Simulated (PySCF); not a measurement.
# C₃H₈BrNSi₂: circular dichroism and optical rotation

Aim: compute the circular dichroism and optical rotation of C₃H₈BrNSi₂ (`N#C[C@H]([SiH3])[C@H]([SiH3])Br`).

Programs: PySCF 2.14.0, with routines of our own; each step states its level. All values are computed. Atoms count from 0.

## 1. The starting structure

15 atoms, charge 0, multiplicity 1; geometry from: GFN2-xTB.

## 2. Circular dichroism and optical rotation: TDDFT CAM-B3LYP/def2-SVPD

The job: settings as JSON, then the geometry in Å.

```
{"job": {"kind": "ecd", "xc": "CAM-B3LYP", "basis": "def2-SVPD", "nstates": 16}, "charge": 0, "multiplicity": 1}
N     -0.981582     2.845057    -1.346881
C     -0.684623     1.776220    -1.064600
C     -0.306533     0.452108    -0.668726
Si    -1.917006    -0.476121    -0.144266
C      0.782384     0.514105     0.396292
Si     1.914730    -1.026940     0.505132
Br     0.002870     0.759481     2.193821
H      0.108633    -0.045310    -1.553250
H     -2.747956     0.406302     0.662229
H     -1.500779    -1.678987     0.573120
H     -2.578786    -0.822179    -1.402144
H      1.392627     1.410565     0.255015
H      2.933487    -0.721415     1.502816
H      2.485683    -1.218474    -0.829843
H      1.092438    -2.166422     0.899372
```

Level: TDDFT CAM-B3LYP/def2-SVPD circular dichroism and optical rotation, one conformer, gas phase.

Started as:

```sh
OMP_NUM_THREADS=1 python excited_run.py task.json out
```

This one command runs all jobs of the session in turn.

Log:

```text
coarse grid: 60592 points
cycle   1  E = -3326.3356605679  dE = -4.276e-01  |g| = 5.293e-01  |ddm| = 4.986e+00
cycle   2  E = -3326.2223142351  dE =  1.133e-01  |g| = 9.254e-01  |ddm| = 1.953e+00
cycle   3  E = -3326.4144277482  dE = -1.921e-01  |g| = 6.256e-02  |ddm| = 1.189e+00
cycle   4  E = -3326.4152412770  dE = -8.135e-04  |g| = 3.293e-02  |ddm| = 1.913e-01
cycle   5  E = -3326.4154912822  dE = -2.500e-04  |g| = 1.294e-02  |ddm| = 7.029e-02
cycle   6  E = -3326.4155299451  dE = -3.866e-05  |g| = 2.109e-03  |ddm| = 2.293e-02
cycle   7  E = -3326.4155312439  dE = -1.299e-06  |g| = 7.849e-04  |ddm| = 6.426e-03
final grid: 124520 points
cycle   8  E = -3326.4155275091  dE = -6.894e-08  |g| = 7.989e-04  |ddm| = 5.539e-03
cycle   9  E = -3326.4155274202  dE =  8.889e-08  |g| = 1.019e-03  |ddm| = 2.745e-03
cycle  10  E = -3326.4155276805  dE = -2.602e-07  |g| = 1.762e-04  |ddm| = 1.478e-03
cycle  11  E = -3326.4155276870  dE = -6.551e-09  |g| = 3.535e-05  |ddm| = 2.284e-04
cycle  12  E = -3326.4155276873  dE = -3.156e-10  |g| = 1.338e-05  |ddm| = 7.935e-05
converged SCF energy = -3326.4155276873

Singlet excitations and rotatory strengths (1e-40 esu^2 cm^2)
state   eV       nm     f(len)   f(vel)    R(len)    R(vel)   main configurations
  1   5.6356   220.0  0.00779  0.00947    -1.819    -1.554   H->L 0.90
  2   5.9868   207.1  0.00065  0.00076     2.778     2.190   H-1->L 0.90
  3   7.1983   172.2  0.00905  0.00899     6.445     4.044   H-2->L 0.46, H->L+1 0.19
  4   7.2654   170.7  0.00815  0.00797   -54.791   -54.099   H->L+1 0.65, H-2->L 0.16
  5   7.4840   165.7  0.03006  0.02953    14.839    14.936   H-2->L 0.28, H-2->L+2 0.17, H-2->L+5 0.12
  6   7.6485   162.1  0.04755  0.04752     8.703     9.113   H-1->L+1 0.74
  7   7.8287   158.4  0.03995  0.03988    25.524    25.489   H-2->L+3 0.11, H-3->L 0.09
  8   7.9600   155.8  0.04201  0.04251    19.459    19.794   H->L+2 0.33, H->L+4 0.17, H-3->L 0.10
  9   8.0036   154.9  0.00968  0.00952     2.531     3.007   H->L+2 0.23, H->L+3 0.14, H-3->L+3 0.09
 10   8.0509   154.0  0.02060  0.02090   -25.229   -25.494   H->L+4 0.19, H-2->L+1 0.12, H-4->L 0.11
 11   8.0826   153.4  0.02279  0.02283    22.457    22.456   H->L+4 0.26, H-3->L 0.20, H-4->L 0.14
 12   8.1194   152.7  0.00473  0.00539     4.406     6.019   H-2->L+1 0.42
 13   8.1521   152.1  0.00569  0.00554     6.366     6.742   H->L+3 0.37
 14   8.3185   149.0  0.02696  0.02772   -49.021   -50.133   H-3->L 0.28, H-1->L+2 0.14, H->L+5 0.10
 15   8.3534   148.4  0.04271  0.04370   -46.327   -46.726   H->L+6 0.26, H-1->L+3 0.18, H->L+5 0.11
 16   8.4068   147.5  0.01661  0.01653    15.845    16.050   H-1->L+4 0.53

Specific rotation (deg / (dm g/mL))
    nm     length   length(OI)   velocity    alpha(len)  alpha(vel)
  633.0      -8.28      -6.32      -4.96      113.661    114.726
  589.3     -10.11      -7.82      -6.29      114.121    115.194
  546.0     -12.62      -9.90      -8.19      114.698    115.780
  436.0     -25.87     -21.26     -19.06      117.097    118.217
  405.0     -33.57     -28.03     -25.80      118.193    119.331
  365.0     -49.86     -42.58     -40.58      120.106    121.278
  355.0     -55.78     -47.91     -46.08      120.706    121.888
```

It took 3.8 min on 1 thread of Arm Neoverse V1, shared host; peak memory 1.3 GiB.

## 3. Results

```
                                                                                       quantity                                                          value
state of largest rotatory strength (velocity form) among 16 (step 2, TDDFT CAM-B3LYP/def2-SVPD)  7.27 eV, R = -54.1 (velocity), -54.8 (length) ·10⁻⁴⁰ esu² cm²
                              specific rotation at 633.0 nm (step 2, TDDFT CAM-B3LYP/def2-SVPD)                                 -5.0 (velocity), -8.3 (length)
```

In words: Steps that list no spin-orbit terms leave them out, which matters at and beside the heavy atoms. Rotations belong to one conformer. The length form depends on the origin in a finite basis.
